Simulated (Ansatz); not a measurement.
# Co (hcp type): the cost of one run

Computed with Ansatz 0.2.0 (DFT, PBE, PAW with Ansatz's default frozen-core files, scalar-relativistic, unless a step's input says otherwise).

1 further run of the same task is left out (it didn't finish).

## 1. The system as given

Symmetry: P6_3/mmc, No. 194, hexagonal system. The conventional cell has a = 2.491 Å, b = 2.491 Å, c = 4.036 Å, α = 90.00°, β = 90.00°, γ = 120.00°. Co (site symmetry -6m2) has 12 Co at 2.48 to 2.49 Å as nearest neighbours.

Coordinates:

```
CELL_PARAMETERS angstrom
2.49110 0.00000 0.00000
-1.24555 2.15736 0.00000
0.00000 0.00000 4.03558
ATOMIC_POSITIONS crystal
Co 0.33333 0.66667 0.25000
Co 0.66667 0.33333 0.75000
```

Atoms are numbered in the order of the input: Co1, Co2.

## 2. Bulk cell relaxed, PAW

File input.yaml:

```yaml
crystal:
  lattice:
    - [2.4911007134, 0.0, 0.0]
    - [-1.2455503567, 2.1573565012, 0.0]
    - [0.0, 0.0, 4.0355831558]
  atoms:
    - { symbol: Co, position: [0.3333333333, 0.6666666667, 0.25], spin: 1.7 }
    - { symbol: Co, position: [0.6666666667, 0.3333333333, 0.75], spin: 1.7 }
magnetization:
  spin_polarized: true
kpoints:
  mp_grid: { grid: [20, 20, 11] }
scf:
  occupations: { method: fermi_dirac, width: 0.1 }
hamiltonian:
  xc: pbe
  pseudopotentials: { kind: paw }
output:
  forces: true
  stress: true
relax:
  f_tol: 0.005
  max_steps: 40
  cell: {}
```

Run with:

```console
$ ansatz run input.yaml --threads 2 --pin off --max-ram 6144MiB --backend cpu --events-out ev --progress --plain --runs-dir out
```

Q: Estimate wall time and peak memory on 2 threads of Arm Neoverse V2, shared host.

About 24 s, with a peak of 0.47 GiB.
